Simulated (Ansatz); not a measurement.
# CH5NSeSi: up Jacob's ladder to CCSD(T)

An exercise on one series of results from a longer session: the logs are not shown, and one member is left open.

The runs use Ansatz 0.2.0, Gaussian basis; functionals in def2-TZVPP, the program's frozen cores in correlated methods.

Levels to be run: PBE-D4, r2SCAN-D4, PBE0-D4, B3LYP-D4, ωB97X-V, ωB97M-V, B2PLYP; CCSD(T)/def2-TZVPP; MP2/def2-QZVPP; extrapolation to the limit.

**The geometry**

An earlier PBE0-D4 in a triple-zeta def2 set relaxation fixed the geometry.

SMILES `N[SiH2]C=[Se]`, 9 atoms, charge 0, spin multiplicity 1.

Atoms are counted from 1 here; the program's logs count them from 0.

Bond lengths: N1–Si2 1.701 Å, N1–H5 1.005 Å, N1–H6 1.009 Å, Si2–C3 1.874 Å, Si2–H7 1.490 Å, Si2–H8 1.494 Å, C3–Se4 1.755 Å, C3–H9 1.091 Å. Angles: Si2–N1–H5 123.7°, Si2–N1–H6 118.0°, H5–N1–H6 113.2°, N1–Si2–C3 107.6°, N1–Si2–H7 112.7°, N1–Si2–H8 115.5°, C3–Si2–H7 108.0°, C3–Si2–H8 106.4°, H7–Si2–H8 106.3°, Si2–C3–Se4 124.2°, Si2–C3–H9 118.4°, Se4–C3–H9 117.4°.

The first run:

The input, in.yaml:

```yaml
crystal:
  periodic: [false, false, false]
  atoms:
    - {symbol: N, position_ang: [-0.648687, 0.790378, -1.068370]}
    - {symbol: Si, position_ang: [0.589923, -0.169881, -0.407397]}
    - {symbol: C, position_ang: [0.036786, -0.714377, 1.297937]}
    - {symbol: Se, position_ang: [-1.414299, -0.134968, 2.097467]}
    - {symbol: H, position_ang: [-0.537576, 1.353461, -1.892871]}
    - {symbol: H, position_ang: [-1.364037, 1.134976, -0.445063]}
    - {symbol: H, position_ang: [0.861956, -1.392016, -1.214968]}
    - {symbol: H, position_ang: [1.906416, 0.513439, -0.225305]}
    - {symbol: H, position_ang: [0.658216, -1.427411, 1.841570]}
basis:
  gaussian: {orbitals: def2-TZVPP}
hamiltonian: {xc: pbe, dispersion: d4}
output: {forces: true, orbitals: {seedname: orbitals}}
```

The run is started by

```console
> ansatz run in.yaml --threads 4 --pin off --events-out ev --progress --plain --max-ram 10444MiB
```

Among the steps run: PBE-D4 (GGA); r2SCAN-D4 (meta-GGA); PBE0-D4 (hybrid); B3LYP-D4 (hybrid); ωB97X-V (range-separated); ωB97M-V (range-separated); B2PLYP (double hybrid); CCSD(T) in def2-TZVPP; MP2 in def2-QZVPP.

One of the session's tables, all rows but one given; the rest of the session is left out.

| method | atomisation energy (kJ/mol) |
| --- | --- |
| PBE-D4 | 3035.3 |
| r2SCAN-D4 | 2976.4 |
| PBE0-D4 | 2970.1 |
| B3LYP-D4 | 2988.6 |
| ωB97X-V | 2991.2 |
| ωB97M-V | 2981.3 |
| B2PLYP | 2948.7 |
| HF/def2-TZVPP | 2042.0 |
| MP2/def2-TZVPP | 2928.4 |
| CCSD/def2-TZVPP | ? |
| CCSD(T)/def2-TZVPP | 2895.3 |
| MP2/CBS | 3029.3 |
| CCSD(T)/CBS | 2996.2 |

Q: Estimate the row for CCSD/def2-TZVPP from the others.

As computed: atomisation energy (kJ/mol): 2838.1. In the column «atomisation energy (kJ/mol)» it lies between HF/def2-TZVPP (2042.0) and CCSD(T)/def2-TZVPP (2895.3).
